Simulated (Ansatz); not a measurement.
# Cd27Te26I: the cost of one run

Method: DFT, PBE, plane-wave PAW, default files, scalar-relativistic, as far as a step names no other, in Ansatz 0.2.0.

The COD entry's cell or inner coordinates are ideal or old and differ from later refinements, so a difference from it is no clean test against experiment.

## 1. Starting point

The structure is cubic, space group F-43m (No. 216). The conventional cell has a = 19.230 Å, b = 19.230 Å, c = 19.230 Å, α = 90.00°, β = 90.00°, γ = 90.00°. Cd (site symmetry 3m) has 1 I at 2.78 Å and 3 Te at 2.78 Å as nearest neighbours. Cd (site symmetry 2mm) has 4 Te at 2.78 Å as nearest neighbours. Around Cd (site symmetry m) lie 4 Te at 2.78 Å. Cd (site symmetry -43m) has 4 Te at 2.78 Å as nearest neighbours. Cd (site symmetry 3m) has 4 Te at 2.78 Å as nearest neighbours. I (site symmetry -43m) has 4 Cd at 2.78 Å as nearest neighbours. Te (site symmetry m) is surrounded by 4 Cd at 2.78 Å. Te (site symmetry 3m) has 4 Cd at 2.78 Å as nearest neighbours. Only part of the 10 independent sites is listed.

Structure file:

```
Cd I Te
1.0
     0.00000    9.61500    9.61500
     9.61500    0.00000    9.61500
     9.61500    9.61500    0.00000
Cd I Te
27 1 26
Direct
  0.00000 0.00000 0.00000
  0.00000 0.00000 0.33333
  0.00000 0.00000 0.66667
  0.00000 0.33333 0.00000
  0.00000 0.33333 0.33333
  0.00000 0.33333 0.66667
  0.00000 0.66667 0.00000
  0.00000 0.66667 0.33333
  0.00000 0.66667 0.66667
  0.33333 0.00000 0.00000
  0.33333 0.00000 0.33333
  0.33333 0.00000 0.66667
  0.33333 0.33333 0.00000
  0.33333 0.33333 0.33333
  0.33333 0.33333 0.66667
  0.33333 0.66667 0.00000
  0.33333 0.66667 0.33333
  0.33333 0.66667 0.66667
  0.66667 0.00000 0.00000
  0.66667 0.00000 0.33333
  0.66667 0.00000 0.66667
  0.66667 0.33333 0.00000
  0.66667 0.33333 0.33333
  0.66667 0.33333 0.66667
  0.66667 0.66667 0.00000
  0.66667 0.66667 0.33333
  0.66667 0.66667 0.66667
  0.08333 0.08333 0.08333
  0.08333 0.08333 0.41667
  0.08333 0.08333 0.75000
  0.08333 0.41667 0.08333
  0.08333 0.41667 0.41667
  0.08333 0.41667 0.75000
  0.08333 0.75000 0.08333
  0.08333 0.75000 0.41667
  0.08333 0.75000 0.75000
  0.41667 0.08333 0.08333
  0.41667 0.08333 0.41667
  0.41667 0.08333 0.75000
  0.41667 0.41667 0.08333
  0.41667 0.41667 0.41667
  0.41667 0.41667 0.75000
  0.41667 0.75000 0.08333
  0.41667 0.75000 0.41667
  0.41667 0.75000 0.75000
  0.75000 0.08333 0.08333
  0.75000 0.08333 0.41667
  0.75000 0.08333 0.75000
  0.75000 0.41667 0.08333
  0.75000 0.41667 0.41667
  0.75000 0.41667 0.75000
  0.75000 0.75000 0.08333
  0.75000 0.75000 0.41667
  0.75000 0.75000 0.75000
```

Atom 28 of the input is the impurity.

## 2. First run, atoms as given

The input, input.yaml:

```yaml
crystal:
  lattice:
    - [0.0, 9.615, 9.615]
    - [9.615, 0.0, 9.615]
    - [9.615, 9.615, 0.0]
  atoms:
    - { symbol: Cd, position: [0.0, 0.0, 0.0] }
    - { symbol: Cd, position: [0.0, 0.0, 0.3333333333] }
    - { symbol: Cd, position: [0.0, 0.0, 0.6666666667] }
    - { symbol: Cd, position: [0.0, 0.3333333333, 0.0] }
    - { symbol: Cd, position: [0.0, 0.3333333333, 0.3333333333] }
    - { symbol: Cd, position: [0.0, 0.3333333333, 0.6666666667] }
    - { symbol: Cd, position: [0.0, 0.6666666667, 0.0] }
    - { symbol: Cd, position: [0.0, 0.6666666667, 0.3333333333] }
    - { symbol: Cd, position: [0.0, 0.6666666667, 0.6666666667] }
    - { symbol: Cd, position: [0.3333333333, 0.0, 0.0] }
    - { symbol: Cd, position: [0.3333333333, 0.0, 0.3333333333] }
    - { symbol: Cd, position: [0.3333333333, 0.0, 0.6666666667] }
    - { symbol: Cd, position: [0.3333333333, 0.3333333333, 0.0] }
    - { symbol: Cd, position: [0.3333333333, 0.3333333333, 0.3333333333] }
    - { symbol: Cd, position: [0.3333333333, 0.3333333333, 0.6666666667] }
    - { symbol: Cd, position: [0.3333333333, 0.6666666667, 0.0] }
    - { symbol: Cd, position: [0.3333333333, 0.6666666667, 0.3333333333] }
    - { symbol: Cd, position: [0.3333333333, 0.6666666667, 0.6666666667] }
    - { symbol: Cd, position: [0.6666666667, 0.0, 0.0] }
    - { symbol: Cd, position: [0.6666666667, 0.0, 0.3333333333] }
    - { symbol: Cd, position: [0.6666666667, 0.0, 0.6666666667] }
    - { symbol: Cd, position: [0.6666666667, 0.3333333333, 0.0] }
    - { symbol: Cd, position: [0.6666666667, 0.3333333333, 0.3333333333] }
    - { symbol: Cd, position: [0.6666666667, 0.3333333333, 0.6666666667] }
    - { symbol: Cd, position: [0.6666666667, 0.6666666667, 0.0] }
    - { symbol: Cd, position: [0.6666666667, 0.6666666667, 0.3333333333] }
    - { symbol: Cd, position: [0.6666666667, 0.6666666667, 0.6666666667] }
    - { symbol: I, position: [0.0833333333, 0.0833333333, 0.0833333333] }
    - { symbol: Te, position: [0.0833333333, 0.0833333333, 0.4166666667] }
    - { symbol: Te, position: [0.0833333333, 0.0833333333, 0.75] }
    - { symbol: Te, position: [0.0833333333, 0.4166666667, 0.0833333333] }
    - { symbol: Te, position: [0.0833333333, 0.4166666667, 0.4166666667] }
    - { symbol: Te, position: [0.0833333333, 0.4166666667, 0.75] }
    - { symbol: Te, position: [0.0833333333, 0.75, 0.0833333333] }
    - { symbol: Te, position: [0.0833333333, 0.75, 0.4166666667] }
    - { symbol: Te, position: [0.0833333333, 0.75, 0.75] }
    - { symbol: Te, position: [0.4166666667, 0.0833333333, 0.0833333333] }
    - { symbol: Te, position: [0.4166666667, 0.0833333333, 0.4166666667] }
    - { symbol: Te, position: [0.4166666667, 0.0833333333, 0.75] }
    - { symbol: Te, position: [0.4166666667, 0.4166666667, 0.0833333333] }
    - { symbol: Te, position: [0.4166666667, 0.4166666667, 0.4166666667] }
    - { symbol: Te, position: [0.4166666667, 0.4166666667, 0.75] }
    - { symbol: Te, position: [0.4166666667, 0.75, 0.0833333333] }
    - { symbol: Te, position: [0.4166666667, 0.75, 0.4166666667] }
    - { symbol: Te, position: [0.4166666667, 0.75, 0.75] }
    - { symbol: Te, position: [0.75, 0.0833333333, 0.0833333333] }
    - { symbol: Te, position: [0.75, 0.0833333333, 0.4166666667] }
    - { symbol: Te, position: [0.75, 0.0833333333, 0.75] }
    - { symbol: Te, position: [0.75, 0.4166666667, 0.0833333333] }
    - { symbol: Te, position: [0.75, 0.4166666667, 0.4166666667] }
    - { symbol: Te, position: [0.75, 0.4166666667, 0.75] }
    - { symbol: Te, position: [0.75, 0.75, 0.0833333333] }
    - { symbol: Te, position: [0.75, 0.75, 0.4166666667] }
    - { symbol: Te, position: [0.75, 0.75, 0.75] }
total_charge: 1
kpoints:
  mp_grid: { grid: [2, 2, 2] }
scf:
  occupations: { method: fermi_dirac, width: 0.01 }
hamiltonian:
  xc: pbe
  pseudopotentials: { kind: paw }
output:
  forces: true
  stress: true
  populations: true
  efg: { quadrupole_moments_barn: { I: -0.68822 }, contact_densities: true }
  write_density: true
  write_potential: true
  elf: true
  volumetric_format: npy
```

The run is started by

```bash
$ ansatz run input.yaml --threads 4 --pin off --max-ram 10240MiB --backend cpu --events-out ev --progress --plain --runs-dir out
```

What time and memory should one allow on 4 threads of Intel Xeon at 2.50GHz (Skylake/Cascade Lake), shared host?

About 4.6 min, with a peak of 6.1 GiB.
